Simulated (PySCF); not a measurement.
**RuH₃⁺: structure of the singlet**

Where does singlet RuH₃⁺ go from a trigonal planar start, is the end point a minimum, and what are its modes, charges and moments?

Method: PBE0, basis Ru def2-TZVP with ECP28, H def2-TZVP, scalar-relativistic core potentials, no spin–orbit coupling, density fitting; program: PySCF 2.14.0.

**1. Starting geometry**

4 atoms, charge 1, spin multiplicity 1.

Bond lengths: Ru1–H2 1.539 Å, Ru1–H3 1.539 Å, Ru1–H4 1.539 Å. Angles: H2–Ru1–H3 120.0°, H2–Ru1–H4 120.0°, H3–Ru1–H4 120.0°.

```xyz
4
charge 1 multiplicity 1
Ru    0.0000    0.0000    0.0000
H     1.5386    0.0000    0.0000
H    -0.7693    1.3325    0.0000
H    -0.7693   -1.3325    0.0000
```

**2. Finding the electronic state**

One driver script runs all steps and calls PySCF; scf.py shows how it sets up the SCF of each step. The optimiser is the driver's own. After this first run the driver tries any further starts and a stability analysis.

File scf.py:

```python
from pyscf import gto, scf, dft
mol = gto.M(atom='''
Ru     0.000000     0.000000     0.000000
H      1.538600     0.000000     0.000000
H     -0.769300     1.332500     0.000000
H     -0.769300    -1.332500     0.000000''',
    basis={'Ru': 'def2-TZVP', 'H': 'def2-TZVP'},
    ecp={'Ru': 'def2-TZVP'},
    charge=1, spin=0)
mf = dft.RKS(mol, xc='PBE0')
mf.grids.atom_grid = (50, 194)
aux = {'Ru': 'def2-universal-JKFIT', 'H': 'def2-universal-JKFIT'}
mf = mf.density_fit(auxbasis=aux)
mf.conv_tol = 1e-08
mf.diis_space = 10
mf.max_cycle = 60
mf.init_guess = 'minao'
mf.verbose = 4
mf.kernel()
```

Command:

```bash
OMP_NUM_THREADS=2 python axn.py task.json out
```

After this run come: Relaxation: trigonal planar start, singlet; Hessian and properties; Downhill along the imaginary mode; Hessian and properties; The broken-symmetry singlet; Hessian and properties.

Q: Predict the outcome of this session. Wanted: minimum; geometry; wavenumbers; dipole moment; highest occupied, lowest empty level; polar-tensor charge of Ru1; zero-point energy; ⟨S²⟩.

As calculated:

| quantity | value |
| --- | --- |
| minimum | broken-symmetry (Ms = 0), Cs |
| geometry | Ru–H 1.549 Å (×3); H–Ru–H 109.1° (×2), H–Ru–H 113.9° |
| wavenumbers (cm⁻¹) | 350 (a'), 512 (a''), 897 (a'), 2184 (a'), 2186 (a''), 2197 (a') |
| dipole moment (centre of mass) | 0.65 D |
| highest occupied, lowest empty level (either spin) | -15.17, -11.35 eV |
| polar-tensor charge of Ru1 | +1.13 e |
| zero-point energy | 49.8 kJ/mol |
| entropy at 298.15 K | 242.8 J/(mol K) |
| ⟨S²⟩ | 0.829 |

**Reading.** From D3h at the start the molecule goes to a Cs minimum, after a stop at a saddle point 27.0 kJ/mol higher, from which it was pushed off along an imaginary mode. The determinant is spin-contaminated (⟨S²⟩ = 0.83 against 0.00), so it is no pure spin state. In the infrared the band at 350 cm⁻¹ (a', bend) leads. Only this shape and spin were tried, so other structures or states may lie lower.
